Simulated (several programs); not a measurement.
## What each method gives for NaFeN (P6_3mc)

NaFeN (P6_3mc) from a database of computed structures, relaxed with r2SCAN in Ansatz, was computed with several methods. Space group P6_3mc (No. 186), hexagonal; a = 2.974 Å, c = 9.733 Å in the conventional setting, 12.42 Å³ an atom. Na is surrounded by 4 N at 2.56–2.97 Å; Fe is surrounded by 3 N at 1.78 Å; N is surrounded by 3 Fe at 1.78 Å and 4 Na at 2.56–2.97 Å. Calculated for a static, non-magnetic cell.

```
Na Fe N
1.0
     2.97385    0.00000    0.00000
    -1.48692    2.57543    0.00000
     0.00000    0.00000    9.73272
Na Fe N
2 2 2
Direct
  0.66667 0.33333 0.76081
  0.33333 0.66667 0.26081
  0.00000 0.00000 0.51824
  0.00000 0.00000 0.01824
  0.33333 0.66667 0.56559
  0.66667 0.33333 0.06559
```

Gaps and times are for a single point on this cell; volume and bulk modulus come from each method's own relaxation or energy curve at fixed shape, which is too stiff where a cell has free coordinates or axes. Times are rough, from shared hosts (Arm Neoverse V1; Arm Neoverse V2), and each method has its own mesh and cell size. A double dagger marks a value from a curve with shape and coordinates held. PM7 (MOPAC), GFN1-xTB (tblite) treat a cluster of cells at its zone centre, which samples few k points: where these miss a band edge, the gap comes out too large for that reason alone. Gaps from k meshes are read at a limited set of points (mesh, symmetry points, PBE's band edges), so each method's own least gap may be somewhat smaller. xTB and the PM methods were fitted mostly to molecules, and can miss a solid's gap by electronvolts. Minimal bases can be far off for gaps. Times of the plane-wave rungs are withheld (a dash), since they come from other jobs, hosts and meshes; the meshes of hybrids and Hartree-Fock don't converge their gaps to the digits shown. The open d shell was run without spin, which may not be the ground state of these methods, hybrids least of all. d marks a direct gap, i an indirect one (no mark: not told apart), a dash a value that wasn't computed or didn't pass its checks.

| method | kind | gap (eV) | own volume (Å³/atom) | bulk modulus (GPa) | atoms computed | processor time |
| --- | --- | --- | --- | --- | --- | --- |
| PBEsol | semilocal | – | 12.38 | – | 6 | – |
| light PBE (260 eV, its own mesh) | light plane-wave | 0.26 i | – | – | 6 | 2.3 s |
| GFN1-xTB (tblite) | tight binding | 0.69 | 12.23‡ | 107‡ | cluster | 7 s |
| PBE | semilocal | 0.34 i | 12.84 | 129‡ | 6 | – |
| LDA | semilocal | 0.29 i | 11.90 | – | 6 | – |
| PBE/SZV (CP2K) | small basis | 0.23 i | – | – | 6 | 23 s |
| r2SCAN | semilocal | 0.53 i | 12.42 | 141‡ | 6 | – |
| PBE/DZVP (CP2K) | small basis | 0.34 i | – | – | 6 | 46 s |
| PM7 (MOPAC) | semi-empirical | 4.90 | – | – | cluster | 76 s |
| HSE06 | hybrid | 1.17 i | – | – | 6 | – |
| PBE0 | hybrid | 1.83 i | – | – | 6 | – |
| r2SCANh | hybrid | 1.19 i | – | – | 6 | – |
| DDH-PBE0 | hybrid | 0.60 i | – | – | 6 | – |

Volumes against r2SCAN's: PBEsol -0.3 %, PBE +3.3 %, LDA -4.2 %.

Runs without a result: GFN2-xTB (tblite) (single point), GLLB-SC (GPAW) (single point).
